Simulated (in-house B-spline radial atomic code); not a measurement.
# Gd⁴⁹⁺: starting-point dependence of G0W0 and RPA

Aim: see how far the highest quasi-particle level and the RPA correlation energy of Gd⁴⁹⁺ depend on the orbitals that they are built on.

Method: RPA, second order, AC-SOSEX and G0W0 (contour deformation) on a non-relativistic mean field, all electrons; no spin-orbit coupling, Breit or QED terms. Code: an in-house B-spline radial atomic code, version 1.

## Step 1: Starting point

- element: gadolinium (Z = 64)
- charge: +49
- electrons: 15
- configuration: [Ne] 3s2 3p3
- Hamiltonian: non-relativistic, point nucleus
- starts: Hartree-Fock, PBE, CAM-B3LYP, LDA (VWN5)

The outer shells:

Gd49+
```
[Ne] core
3s [↑↓]
3p [↑ ][↑ ][↑ ]
```

## Step 2: The run with the Hartree-Fock start

Input settings:

```ini
Z = 64
electrons = 15.0
configuration = [Ne] 3s2 3p3
hamiltonian = nr
method = hf
lmax = 9
spin_polarised = True
box_radius = 2.13
intervals = 46
```

The run is started by

```console
$ python run_gw.py task.json out
```

One command runs all members of the session, one after another, from task.json.

Further steps of the session: The run with the PBE start; The run with the CAM-B3LYP start; The run with the LDA (VWN5) start.

Before running it: what results should come out? Wanted: highest level, mean field; highest level, G0W0; RPA correlation energy; RPA+SOSEX.

The runs gave:

| quantity | value |
| --- | --- |
| highest level, mean field (range over the runs) | -4262.00 to -4210.33 eV |
| highest level, G0W0 (range over the runs) | -4262.88 to -4262.07 eV |
| RPA correlation energy | -1.388 to -1.213 hartree |
| RPA+SOSEX | -0.8599 to -0.7627 hartree |
| tabulated theoretical ionisation energy (3p shell) | 4294.0 ± 4 eV (NIST Atomic Spectra Database, ionization energies) |
| G0W0 removal energy less that value | -31.9 to -31.1 eV |

G0W0 turns a spread of 51.7 eV among the starts into one of 0.81 eV, 1.6 % of it. On the semilocal starts the correction is downwards, 50 to 52 eV, since their self-interaction lifts occupied levels. RPA gives the most correlation on LDA (VWN5) and the least on Hartree-Fock (13 % apart); over the runs it loosely follows the gap of the start, as smaller excitation energies give more correlation. All runs miss the tabulated theoretical ionisation energy, 4294.0 ± 4 eV, by about -31.8 eV (-0.74 %), far more than they differ among themselves. Relativity is left out, and for this shell its effect can be as large as the miss, so the comparison tests the Hamiltonian as much as the method. Read as a removal energy, the bare PBE level is off by -81.8 eV (-1.9 %) and the nearest bare level, Hartree-Fock's, by -32.0 eV. For so heavy an element the non-relativistic levels are a model, not the real atom's.
